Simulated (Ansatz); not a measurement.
# CHBClFO: how energies converge with the basis set

An exercise on one series of results from a longer session: the logs are not shown, and one member is left open.

Method: one geometry, several basis sets; program: Ansatz 0.2.0, Gaussian basis.

Plan: PBE0-D4/def2-SVP; ωB97M-V/def2-SVP; PBE0-D4/def2-QZVPP; ωB97M-V/def2-QZVPP; the functionals' def2-TZVPP values are taken from earlier runs.

**The geometry**

The geometry comes from an earlier relaxation with PBE0-D4 in a triple-zeta def2 set; it is a stationary point.

SMILES `FC1OB1Cl`, 6 atoms, charge 0, spin multiplicity 1.

Atoms are counted from 1 here; the program's logs count them from 0.

Bond lengths: F1–C2 1.347 Å, C2–O3 1.470 Å, C2–B4 1.505 Å, C2–H6 1.086 Å, O3–B4 1.335 Å, B4–Cl5 1.709 Å. Angles: F1–C2–O3 112.6°, F1–C2–B4 121.0°, F1–C2–H6 110.4°, O3–C2–B4 53.3°, O3–C2–H6 112.8°, B4–C2–H6 128.2°, C2–O3–B4 64.7°, C2–B4–O3 62.0°, C2–B4–Cl5 159.7°, O3–B4–Cl5 138.2°.

The first run:

in.yaml

```yaml
crystal:
  periodic: [false, false, false]
  atoms:
    - {symbol: F, position_ang: [-0.276039, -1.630788, 0.652849]}
    - {symbol: C, position_ang: [-0.007095, -0.311085, 0.617662]}
    - {symbol: O, position_ang: [1.091337, 0.017612, -0.302453]}
    - {symbol: B, position_ang: [-0.111780, 0.466781, -0.666596]}
    - {symbol: Cl, position_ang: [-0.812046, 1.324210, -1.969035]}
    - {symbol: H, position_ang: [0.157722, 0.069070, 1.621272]}
basis:
  gaussian: {orbitals: def2-SVP}
hamiltonian: {xc: pbe0, dispersion: d4}
output: {orbitals: {seedname: orbitals}}
```

Among the steps run: PBE0-D4 in def2-SVP; ωB97M-V in def2-SVP; PBE0-D4 in def2-QZVPP; ωB97M-V in def2-QZVPP.

One of the session's tables, all rows but one given; the rest of the session is left out.

It belongs to the step «Functionals by basis». 

| functional | basis | HOMO (eV) |
| --- | --- | --- |
| PBE0-D4 | def2-SVP | -8.30 |
| PBE0-D4 | def2-TZVPP | ? |
| PBE0-D4 | def2-QZVPP | -8.46 |
| ωB97M-V | def2-SVP | -10.57 |
| ωB97M-V | def2-TZVPP | -10.71 |
| ωB97M-V | def2-QZVPP | -10.76 |

Estimate the missing values for PBE0-D4, def2-TZVPP.

The run gave: HOMO (eV): -8.42. In the column «HOMO (eV)» it lies between PBE0-D4, def2-QZVPP (-8.46) and PBE0-D4, def2-SVP (-8.30).
